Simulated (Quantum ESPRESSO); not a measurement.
# Ta in Quantum ESPRESSO: notebook

The runs below take Ta through projected density of states, work function, with vdW-DF-cx, revPBE.

Program: Quantum ESPRESSO 7.5. These are calculated values, not measurements. Logs are shortened: lines on timing, memory, paths and dates and some standing lists are left out, and cuts for length are marked.

## 1. Starting point

The cell holds a slab with vacuum, 7 atoms: a = 3.303 Å, b = 3.303 Å, c = 24.908 Å, α = 90.00°, β = 90.00°, γ = 90.00°.

The slab is cut from a database's or a generator's crystal, which needn't be the stable form of the element.

## 2. Projected density of states, vdW-DF-cx

pw.in reads:

```
&CONTROL
  calculation = 'scf'
  prefix = 'pwscf'
  outdir = './tmp'
  pseudo_dir = './pseudo'
  tprnfor = .true.
  disk_io = 'low'
/
&SYSTEM
  ibrav = 0
  celldm(1) = 8
  nat = 7
  ntyp = 1
  ecutwfc = 50
  ecutrho = 250
  nbnd = 59
  input_dft = 'vdw-df-cx'
  occupations = 'smearing'
  smearing = 'mv'
  degauss = 0.00999582
/
&ELECTRONS
  conv_thr = 7d-09
  electron_maxstep = 150
  mixing_beta = 0.3
  mixing_mode = 'local-TF'
  tqr = .true.
/
ATOMIC_SPECIES
Ta   180.9479 ta_pbe_v1.uspp.F.UPF
CELL_PARAMETERS alat
  0.7801167387680   0.0000000000000   0.0000000000000
  0.0000000000000   0.7801167387680   0.0000000000000
  0.0000000000000   0.0000000000000   5.8835866999774
ATOMIC_POSITIONS crystal
Ta     0.5000000000    0.5000000000    0.3011119462
Ta     0.0000000000    0.0000000000    0.3674079641
Ta     0.5000000000    0.5000000000    0.4337039821
Ta     0.0000000000    0.0000000000    0.5000000000
Ta     0.5000000000    0.5000000000    0.5662960179
Ta     0.0000000000    0.0000000000    0.6325920359
Ta     0.5000000000    0.5000000000    0.6988880538
K_POINTS automatic
8 8 1 0 0 0
```

nscf.in reads:

```
&CONTROL
  calculation = 'nscf'
  prefix = 'pwscf'
  outdir = './tmp'
  pseudo_dir = './pseudo'
  disk_io = 'low'
/
&SYSTEM
  ibrav = 0
  celldm(1) = 8
  nat = 7
  ntyp = 1
  ecutwfc = 50
  ecutrho = 250
  nbnd = 59
  input_dft = 'vdw-df-cx'
  occupations = 'tetrahedra_opt'
/
&ELECTRONS
  conv_thr = 1d-08
  electron_maxstep = 150
  mixing_beta = 0.3
  mixing_mode = 'local-TF'
  tqr = .true.
  startingwfc = 'random'
/
ATOMIC_SPECIES
Ta   180.9479 ta_pbe_v1.uspp.F.UPF
CELL_PARAMETERS alat
  0.7801167387680   0.0000000000000   0.0000000000000
  0.0000000000000   0.7801167387680   0.0000000000000
  0.0000000000000   0.0000000000000   5.8835866999774
ATOMIC_POSITIONS crystal
Ta     0.5000000000    0.5000000000    0.3011119462
Ta     0.0000000000    0.0000000000    0.3674079641
Ta     0.5000000000    0.5000000000    0.4337039821
Ta     0.0000000000    0.0000000000    0.5000000000
Ta     0.5000000000    0.5000000000    0.5662960179
Ta     0.0000000000    0.0000000000    0.6325920359
Ta     0.5000000000    0.5000000000    0.6988880538
K_POINTS automatic
12 12 2 0 0 0
```

projwfc.in reads:

```
&PROJWFC
  prefix = 'pwscf'
  outdir = './tmp'
  filpdos = 'p'
  Emin = -8
  Emax = 17
  DeltaE = 0.05
/
```

Potentials or basis: GBRV 1.5 PBE.

Command:

```sh
$ OMP_NUM_THREADS=1 mpirun -n 2 pw.x -nk 2 -in pw.in > pw.out
$ OMP_NUM_THREADS=1 mpirun -n 2 pw.x -nk 2 -in nscf.in > nscf.out
$ OMP_NUM_THREADS=1 mpirun -n 1 projwfc.x -in projwfc.in > projwfc.out
```

pw.out:

```text
This program is part of the open-source Quantum ESPRESSO suite
     for quantum simulation of materials; please cite
         "P. Giannozzi et al., J. Phys.:Condens. Matter 21 395502 (2009);
         "P. Giannozzi et al., J. Phys.:Condens. Matter 29 465901 (2017);
         "P. Giannozzi et al., J. Chem. Phys. 152 154105 (2020);
     in publications or presentations arising from this work. More details at

     IMPORTANT: XC functional enforced from input :
     Exchange-correlation= VDW-DF-CX
                           (   1   4  27   0   1   0   0)
     Any further DFT definition will be discarded
     Please, verify this is what you really want

     Message from routine setup:
     using ibrav=0 with symmetry is DISCOURAGED, use correct ibrav instead

     K-points division:     npool     =       2
     Subspace diagonalization in iterative solution of the eigenvalue problem:
     a serial algorithm will be used

     G-vector sticks info
     --------------------
     sticks:   dense  smooth     PW     G-vecs:    dense   smooth      PW
     Sum         777     621    185               122541    87471   14573

     Using Slab Decomposition

     bravais-lattice index     =            0
     lattice parameter (alat)  =       8.0000  a.u.
     unit-cell volume          =    1833.2906 (a.u.)^3
     number of atoms/cell      =            7
     number of atomic types    =            1
     number of electrons       =        91.00
     number of Kohn-Sham states=           59
     kinetic-energy cutoff     =      50.0000  Ry
     charge density cutoff     =     250.0000  Ry
     scf convergence threshold =      7.0E-09
     mixing beta               =       0.3000
     number of iterations used =            8  local-TF  mixing
     Exchange-correlation= VDW-DF-CX
                           (   1   4  27   0   1   0   0)

     celldm(1)=   8.000000  celldm(2)=   0.000000  celldm(3)=   0.000000
     celldm(4)=   0.000000  celldm(5)=   0.000000  celldm(6)=   0.000000

     crystal axes: (cart. coord. in units of alat)
               a(1) = (   0.780117   0.000000   0.000000 )
               a(2) = (   0.000000   0.780117   0.000000 )
               a(3) = (   0.000000   0.000000   5.883587 )

     reciprocal axes: (cart. coord. in units 2 pi/alat)
               b(1) = (  1.281859  0.000000  0.000000 )
               b(2) = (  0.000000  1.281859  0.000000 )
               b(3) = (  0.000000  0.000000  0.169964 )

     PseudoPot. # 1 for Ta read from file:
     ta_pbe_v1.uspp.F.UPF
     Pseudo is Ultrasoft + core correction, Zval = 13.0
[... 77 lines left out ...]
     %                                                                      %
     %   R. Sabatini et al., J. Phys.: Condens. Matter 24, 424209 (2012).   %
     %                                                                      %
     %%%%%%%%%%%%%%%%%%%%%%%%%%%%%%%%%%%%%%%%%%%%%%%%%%%%%%%%%%%%%%%%%%%%%%%%

     %%%%%%%%%%%%%%%%%%%%%%%%%%%%%%%%%%%%%%%%%%%%%%%%%%%%%%%%%%%%%%%%%%%%%%%%
     %                                                                      %
     %  vdW-DF NEWS:                                                        %
     %                                                                      %
     %  * vdW-DF3 is now available. DOI: 10.1021/acs.jctc.0c00471           %
     %    use with input_dft = 'vdW-DF3-opt1' or 'vdW-DF3-opt2'             %
     %                                                                      %
     %  * Unscreened and range-separated hybrid vdW-DF-cx functionals       %
     %    DOI: 10.1063/1.4986522 and 10.1088/1361-648X/ac2ad2               %
     %    use with input_dft = 'vdW-DF-cx0'    and 'vdW-DF-ahcx'            %
     %  * Unscreened and range-separated hybrid vdW-DF2-b86r functionals    %
     %    DOI: 10.1063/1.4986522 and DOI: 10.1103/PhysRevX.12.041003        %
     %    use with input_dft = 'vdW-DF2-br0' and 'vdW-DF2-ahbr'             %
     %                                                                      %
     %%%%%%%%%%%%%%%%%%%%%%%%%%%%%%%%%%%%%%%%%%%%%%%%%%%%%%%%%%%%%%%%%%%%%%%%

     Starting wfcs are   91 randomized atomic wfcs

     Self-consistent Calculation

     iteration #  1     ecut=    50.00 Ry     beta= 0.30
     Davidson diagonalization with overlap
     ethr =  1.00E-02,  avg # of iterations =  2.0

     negative rho (up, down):  6.501E-01 0.000E+00
[... 247 lines left out ...]
     iteration # 29     ecut=    50.00 Ry     beta= 0.30
     Davidson diagonalization with overlap
     ethr =  2.16E-11,  avg # of iterations =  3.3

     negative rho (up, down):  6.758E-01 0.000E+00

     End of self-consistent calculation

          k = 0.0000 0.0000 0.0000 ( 10829 PWs)   bands (ev):

   -61.5247 -61.5247 -60.5187 -60.5160 -60.3803 -60.3166 -60.2427 -28.1354
   -28.1352 -27.9800 -27.9800 -27.9799 -27.9799 -27.2894 -27.2750 -27.2291
   -27.2291 -27.1268 -27.1268 -27.1114 -26.9259 -26.9259 -26.8526 -26.7021
   -26.7021 -26.5648 -26.5042 -26.5042  -1.0411  -0.2044   1.1215   2.5273
     2.8654   2.9404   3.3036   3.4280   3.5179   4.1860   5.3920   6.5053
     6.5498   6.8699   7.0483   7.0483   7.1192   7.1192   7.2642   7.2642
     7.3407   7.6980   7.7800   7.7800   8.4577   8.4623   8.7720   8.7720
     9.2151   9.4797   9.9013
[... 135 lines left out ...]
   -61.5089 -61.5089 -60.4903 -60.4903 -60.3199 -60.3160 -60.2913 -28.1959
   -28.1955 -28.1738 -28.1732 -28.0678 -28.0676 -27.5238 -27.5005 -27.4095
   -27.3462 -27.2247 -27.0887 -27.0808 -27.0625 -26.9298 -26.9172 -26.8694
   -26.7600 -26.7214 -26.5524 -26.5515   2.5980   2.6306   3.3595   3.4563
     4.3074   4.3951   4.6435   4.6815   4.8994   4.9215   5.1039   5.1142
     5.1352   5.4333   5.6036   5.8946   5.9730   6.7480   6.7616   7.7643
     7.8229   8.4087   8.4703   8.9259   8.9887  10.1856  10.3723  10.5795
    10.8486  10.9491  11.1066

          k =-0.6409-0.6409 0.0000 ( 10956 PWs)   bands (ev):

   -61.5079 -61.5079 -60.4891 -60.4891 -60.3188 -60.3149 -60.2902 -28.1995
   -28.1995 -28.1986 -28.1986 -28.0634 -28.0632 -27.5453 -27.5453 -27.3661
   -27.3661 -27.1200 -27.0922 -27.0913 -27.0913 -26.9990 -26.8919 -26.8877
   -26.7942 -26.7942 -26.5363 -26.5363   2.4571   2.4877   3.2661   3.3613
     4.4114   4.5542   4.7759   4.7759   4.8436   4.8436   4.9713   4.9713
     5.1093   5.3918   5.3918   6.1947   6.1947   7.3054   7.3054   8.7859
     8.7859   8.9539   8.9539   9.0638   9.1226  10.4937  10.6315  10.6755
    10.8074  11.1422  11.3272

     the Fermi energy is     6.6128 ev

!    total energy              =    -991.83178221 Ry
     estimated scf accuracy    <          4.3E-09 Ry
     smearing contrib. (-TS)   =      -0.00059188 Ry
     internal energy E=F+TS    =    -991.83119033 Ry

     The total energy is F=E-TS. E is the sum of the following terms:
     one-electron contribution =   -6164.58420149 Ry
     hartree contribution      =    3086.88092195 Ry
     xc contribution           =    -294.13524631 Ry
     ewald contribution        =    2380.00733552 Ry

     convergence has been achieved in  29 iterations

     negative rho (up, down):  6.758E-01 0.000E+00

     Forces acting on atoms (cartesian axes, Ry/au):

     atom    1 type  1   force =     0.00000000    0.00000000    0.05788611
     atom    2 type  1   force =     0.00000000    0.00000000   -0.04041280
     atom    3 type  1   force =     0.00000000    0.00000000   -0.01288986
     atom    4 type  1   force =     0.00000000    0.00000000    0.00000000
     atom    5 type  1   force =     0.00000000    0.00000000    0.01288986
     atom    6 type  1   force =     0.00000000    0.00000000    0.04041280
     atom    7 type  1   force =     0.00000000    0.00000000   -0.05788611

     Total force =     0.101490     Total SCF correction =     0.000157

=------------------------------------------------------------------------------=
   JOB DONE.
=------------------------------------------------------------------------------=
```

nscf.out:

```text
This program is part of the open-source Quantum ESPRESSO suite
     for quantum simulation of materials; please cite
         "P. Giannozzi et al., J. Phys.:Condens. Matter 21 395502 (2009);
         "P. Giannozzi et al., J. Phys.:Condens. Matter 29 465901 (2017);
         "P. Giannozzi et al., J. Chem. Phys. 152 154105 (2020);
     in publications or presentations arising from this work. More details at

[... 814 lines left out ...]
     8.7857   8.9537   8.9537   9.0635   9.1223  10.4939  10.6315  10.6750
    10.6752  10.8075  11.1422

     the Fermi energy is     6.5937 ev
     (compare with:     6.6128 eV, computed in scf)

=------------------------------------------------------------------------------=
   JOB DONE.
=------------------------------------------------------------------------------=
```

Wall time 19 min (2 MPI ranks of Intel Xeon at 2.70GHz, shared host); peak memory 1.1 GiB.

Results:

| Item | Value |
| --- | --- |
| Free energy | -13494.5589 eV |
| Largest force | 1.488 eV/Å |
| Band gap on the k mesh | none (metal or under the smearing width) |

Forces in eV/Å, atoms in the order of the input:
```
Ta   0.000  0.000  1.488
Ta   0.000  0.000 -1.039
Ta   0.000  0.000 -0.331
Ta   0.000  0.000  0.000
Ta   0.000  0.000  0.331
Ta   0.000  0.000  1.039
Ta   0.000  0.000 -1.488
```

Levels at points of the mesh, in eV from the Fermi level:
| k point | band 43 | band 44 | band 45 | band 46 | band 47 | band 48 |
| --- | --- | --- | --- | --- | --- | --- |
| (0.00, 0.00, 0.00) | 0.44 | 0.44 | 0.51 | 0.51 | 0.65 | 0.65 |
| (0.00, -0.50, 0.00) | -0.82 | -0.04 | 0.16 | 0.20 | 0.20 | 0.34 |
| (-0.50, -0.50, 0.00) | -1.22 | -0.42 | -0.42 | 0.69 | 0.69 | 2.17 |

States per cell in windows of 1 eV (zero at the Fermi level; states under -8 eV left out):
```tsv
from (eV)	total	Ta#1 d wfc3	Ta#7 d wfc3	Ta#2 d wfc3	Ta#6 d wfc3	Ta#3 d wfc3	Ta#5 d wfc3
-8.0	0.18	0.00	0.00	0.00	0.00	0.00	0.00
-7.0	0.59	0.00	0.00	0.00	0.00	0.00	0.00
-6.0	1.00	0.01	0.01	0.01	0.01	0.01	0.01
-5.0	2.41	0.07	0.07	0.13	0.13	0.19	0.19
-4.0	6.07	0.44	0.44	0.70	0.70	0.60	0.60
-3.0	5.65	0.53	0.53	0.79	0.79	0.63	0.63
-2.0	8.88	1.20	1.20	1.19	1.19	1.09	1.09
-1.0	10.46	1.33	1.33	0.96	0.96	1.30	1.30
0.0	7.79	1.71	1.71	0.61	0.61	0.52	0.52
1.0	4.74	0.98	0.98	0.30	0.30	0.35	0.35
2.0	6.16	0.93	0.93	0.73	0.73	0.66	0.66
3.0	5.31	0.37	0.37	0.75	0.75	0.82	0.82
```

Caveat: the potentials were made for another functional, which shifts forces and pressure; real space augmentation costs some meV and hundredths of eV per Å. Spin-orbit coupling is left out, which matters for the levels of Ta.

[end of part 1 of 2]
